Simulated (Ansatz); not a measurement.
Crystal: IrRu.

```
Ir Ru
1.0
     2.72491    0.00000    0.00000
    -1.36246    2.35984    0.00000
     0.00000    0.00000    4.33070
Ir Ru
1 1
Direct
  0.00000 0.00000 0.50000
  0.66667 0.33333 0.00000
```

The cell comes from a database or a generator and needn't be the stable form of this composition.

```yaml
Program: Ansatz 0.2.0
Task: relaxation of cell and atoms
Functional: RPBE
Potentials_or_basis: Ansatz PAW
Cutoff: "420 eV (not typed: the program's choice for these potentials)"
k_mesh: 11 × 11 × 6
Occupations: fermi-dirac, width 0.05 eV
Spin: no spin polarisation
```

At the start: volume 13.92 Å³/atom.

Question: How do energy, volume and symmetry change on relaxing?

Answer: It ends after 6 steps and the volume is 14.32 Å³/atom (+2.8 %); space group P-6m2 (No. 187, to 0.05 Å).

The path:
```
step  energy change (eV)  largest force (eV/Å)  volume (Å³)
   1              0.0000                0.0000        27.85
   2             -0.0223                0.0000        28.71
   3             -0.0225                0.0000        28.64
   4             -0.0229                0.0000        28.64
   5             -0.0229                0.0000        28.64
   6             -0.0229                0.0000        28.64
```

Final structure:
```
Ir Ru
1.0
     2.75319    0.00000    0.00000
    -1.37660    2.38434    0.00000
     0.00000    0.00000    4.36284
Ir Ru
1 1
Direct
  0.00000 0.00000 0.50000
  0.66667 0.33333 0.00000
```

Caveat: the plane-wave basis is chosen anew once the cell has moved, so the energies of steps on either side of that aren't comparable; the PAW data sets come from PBE, with cores solved anew for the run's functional, which leaves a small shift of forces and pressure.
